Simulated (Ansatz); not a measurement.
PtSe₂, space group P-3m1: a comparison of functionals at one structure, run with the Python package of Ansatz (0.2.0).

Script `xc_ptse2.py`:
```python
# -*- coding: utf-8 -*-
'''One structure of PtSe2 under several functionals.'''

import warnings

import ansatz as az

ECUT = 630
MESH = (6, 6, 4)
OCCUPATIONS = 'Fermi-Dirac'
WIDTH_EV = 0.3
TOLERANCE = 1e-06


def main():
    warnings.simplefilter('ignore', az.DeckWarning)

    lattice = az.Lattice.of(
        (3.724, 0.0, 0.0),
        (-1.862, 3.225079, 0.0),
        (0.0, 0.0, 5.062),
    )
    sites = [
        ('Pt', (0.0, 0.0, 0.0)),
        ('Se', (1 / 3, 2 / 3, 0.25)),
        ('Se', (2 / 3, 1 / 3, 0.75)),
    ]
    crystal = az.Crystal(lattice=lattice)
    for symbol, position in sites:
        crystal = crystal.atom(symbol, position)

    calculation = (
        crystal.calculation()
        .basis(ECUT)
        .kpoints(*MESH, shift=0.5)
        .occupations(OCCUPATIONS, width=WIDTH_EV)
        .mixing('broyden')
        .scf(tolerance=TOLERANCE)
        .stress()
    )

    rows = []
    for value in ['revpbe', 'rpbe', 'pbesol', 'lda']:
        r = calculation.functional(value).run().report
        rows.append((value, r['free_energy_ev'] / len(r['lattice']['sites']), r['n_iterations'], sum(r['stress_gpa'][i][i] for i in range(3)) / 3, r['n_kpoints']))

    print('  functional   F/atom (eV)    iterations       P (GPa)      k-points')
    for row in rows:
        print(f'{str(row[0]):>12s}  {row[1]:12.5f}  {row[2]:12d}  {row[3]:12.3f}  {row[4]:12d}')


if __name__ == '__main__':
    main()
```

Rank the functionals by the pressure that they give at this structure. What does the order say about their lattices?

From lowest to highest: LDA (-0.1 GPa), PBEsol (2.5 GPa), revPBE (9.5 GPa) and RPBE (10.2 GPa). At a fixed cell a lower pressure usually means a smaller equilibrium volume, so LDA prefers the smallest cell and RPBE the largest.

The run itself:

```console
$ python xc_ptse2.py
  functional   F/atom (eV)    iterations       P (GPa)      k-points
      revpbe   -7826.89276             5         9.454            42
        rpbe   -7829.35868             5        10.156            42
      pbesol   -7744.52491             6         2.496            42
         lda   -7670.95801             6        -0.082            42
```

Caveats:
- The smearing is wide enough that free energy and stress hold a thermal part of the electrons.
- The program warned that this SCF threshold is loose for forces or stresses.
- The mesh has less symmetry than the crystal, which the program warned of.
- Of the deposited cell: the entry's cell lengths or inner coordinates differ somewhat from later room-temperature determinations.
- Pressure is positive in compression.
- Spin-orbit coupling, which matters for elements this heavy, is left out.
- The starting cell is as deposited in a crystallographic database; the results hold for this polymorph, which needn't be the stable one.
- Total energies of different functionals can't be compared; pressures, moments and gaps at this one structure can.
- The script silences the warnings on its input, which a real study should read.
- Finished in 53 s on 1 thread of Arm Neoverse N1 (shared host), peak memory 0.47 GiB.
